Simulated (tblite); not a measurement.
# C8H8ClP: the cost of one run

The runs use tblite 0.8.0 and PySCF 2.14.0, with density-fitted response routines of our own; the level of theory stands in each step. All values are computed, except where a source is named. Atoms are numbered from 0 throughout.

## Step 1: Starting geometry

18 atoms, charge 0, multiplicity 1; geometry from: force field or distance geometry start.

Bonds of the start (Å): Cl0–C1 1.73, C1–C2 1.42, C2–C3 1.38, C3–P4 1.83, P4–C5 1.87, C5–C6 1.50, C6–C7 1.52, C7–C8 1.49, C5–C9 1.40, C9–C1 1.40, C8–C6 1.51, C2–H10 1.08, C3–H11 1.10, C6–H12 1.08, C7–H13 1.09, C7–H14 1.08, C8–H15 1.09, C8–H16 1.09, C9–H17 1.09.

## Step 2: Geometry optimisation with GFN2-xTB

The job: settings as JSON, then the geometry in Å.

```
{"job": {"kind": "relax", "xc": "GFN2-xTB", "basis": "xTB"}, "charge": 0, "multiplicity": 1}
Cl     2.930100     2.181500    -1.175500
C      2.121500     0.782700    -0.557000
C      2.927700    -0.206900     0.067000
C      2.425300    -1.378500     0.594300
P      0.661300    -1.879000     0.553900
C     -0.088500    -0.347800    -0.218500
C     -1.579100    -0.376000    -0.387700
C     -2.480500    -0.334900     0.830600
C     -2.409700     0.843900    -0.082500
C      0.724400     0.702400    -0.668300
H      3.991500    -0.035600     0.125800
H      3.109200    -2.093500     1.066300
H     -1.935600    -0.987100    -1.206200
H     -3.378300    -0.950700     0.800500
H     -2.047000    -0.239800     1.814100
H     -1.937900     1.741100     0.313700
H     -3.264900     1.050800    -0.721400
H      0.221800     1.533700    -1.160700
```

The run is started by

```console
$ OMP_NUM_THREADS=1 python probes_run.py task.json out
```

The driver reads the jobs from task.json and runs them one after another.

**Question.** How long does this first job take on 1 thread of Arm Neoverse V1, shared host, and how much memory does it need?

About 1.4 s, with a peak of 0.18 GiB.
